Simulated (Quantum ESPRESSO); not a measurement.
A calculation with Quantum ESPRESSO 7.5 of WF (native input, structure typed inline):

Contents of pw.in:

```
&CONTROL
  calculation = 'scf'
  prefix = 'pwscf'
  outdir = './tmp'
  pseudo_dir = './pseudo'
  tprnfor = .true.
  tstress = .true.
  disk_io = 'low'
/
&SYSTEM
  ibrav = 0
  celldm(1) = 8
  nat = 2
  ntyp = 2
  ecutwfc = 55
  ecutrho = 440
  nbnd = 17
  occupations = 'smearing'
  smearing = 'fd'
  degauss = 0.00367493
/
&ELECTRONS
  conv_thr = 4d-10
  electron_maxstep = 120
  mixing_beta = 0.5
/
ATOMIC_SPECIES
W    183.8400 W_pbe_v1.2.uspp.F.UPF
F     18.9984 f_pbe_v1.4.uspp.F.UPF
CELL_PARAMETERS alat
  0.3226447520456   0.1862797527350   1.1975194451754
 -0.3226447520456   0.1862797527350   1.1975194451754
  0.0000000000000  -0.3725571433123   1.1975194451754
ATOMIC_POSITIONS crystal
W      0.8141200000    0.8141200000    0.8141200000
F      0.9371200000    0.9371200000    0.9371200000
K_POINTS automatic
11 11 11 0 0 0
```

pp_density.in

```
&INPUTPP
  prefix = 'pwscf'
  outdir = './tmp'
  filplot = 'density.dat'
  plot_num = 0
/
&PLOT
  nfile = 1
  filepp(1) = 'density.dat'
  iflag = 3
  output_format = 6
  fileout = 'density.cube'
/
```

pp_potential.in

```
&INPUTPP
  prefix = 'pwscf'
  outdir = './tmp'
  filplot = 'potential.dat'
  plot_num = 11
/
&PLOT
  nfile = 1
  filepp(1) = 'potential.dat'
  iflag = 3
  output_format = 6
  fileout = 'potential.cube'
/
```

Potentials or basis: SSSP 1.3 efficiency PBE.

The run is started by

```bash
$ OMP_NUM_THREADS=1 pw.x -in pw.in > pw.out
$ OMP_NUM_THREADS=1 pp.x -in pp_density.in > pp_density.out
$ OMP_NUM_THREADS=1 pp.x -in pp_potential.in > pp_potential.out
```

The cell was built by a generator and needn't be a form met in nature.

Write the same calculation in another form: ASE script, structure typed inline.

As run:

Contents of run.py:

```python
import numpy as np
from ase.calculators.espresso import Espresso, EspressoProfile
from ase import Atoms

atoms = Atoms(['W', 'F'],
              cell=[[1.36589, 0.7886, 5.0696], [-1.36589, 0.7886, 5.0696], [0.0, -1.57719, 5.0696]],
              scaled_positions=[[0.81412, 0.81412, 0.81412], [0.93712, 0.93712, 0.93712]],
              pbc=True)

input_data = {
    'control': {'calculation': 'scf', 'prefix': 'pwscf', 'outdir': './tmp', 'tprnfor': True, 'tstress': True, 'disk_io': 'nowf'},
    'system': {'ecutwfc': 55.0, 'ecutrho': 440.0, 'nbnd': 17, 'occupations': 'smearing', 'smearing': 'fd', 'degauss': 0.00367493},
    'electrons': {'conv_thr': 4e-10, 'electron_maxstep': 120, 'mixing_beta': 0.5},
}
pseudopotentials = {'W': 'W_pbe_v1.2.uspp.F.UPF', 'F': 'f_pbe_v1.4.uspp.F.UPF'}
profile = EspressoProfile(command='pw.x', pseudo_dir='pseudo')
dft = Espresso(profile=profile, input_data=input_data, pseudopotentials=pseudopotentials, kpts=(11, 11, 11), koffset=(0, 0, 0))
atoms.calc = dft

print(f'energy {atoms.get_potential_energy():.8f} eV')
print('forces (eV/A)')
print(np.round(atoms.get_forces(), 6))
print('stress (eV/A^3, Voigt)')
print(np.round(atoms.get_stress(), 8))
print(f'Fermi level {dft.get_fermi_level():.4f} eV')
```

Potentials or basis: SSSP 1.3 efficiency PBE.

The run is started by

```console
$ OMP_NUM_THREADS=1 python run.py
```

Both were run:

|  | native input, structure typed inline | ASE script, structure typed inline |
| --- | --- | --- |
| Pressure | 1.4 GPa | 1.4 GPa |
| Largest force | 0.276 eV/Å | 0.276 eV/Å |
| Band gap on the k mesh | none (metal or under the smearing width) | none (metal or under the smearing width) |

Keys that steer only the numerical path or the files written may differ.

Caveat: an odd number of electrons without spin polarisation forces a metal; a magnetic or distorted state may lie lower.
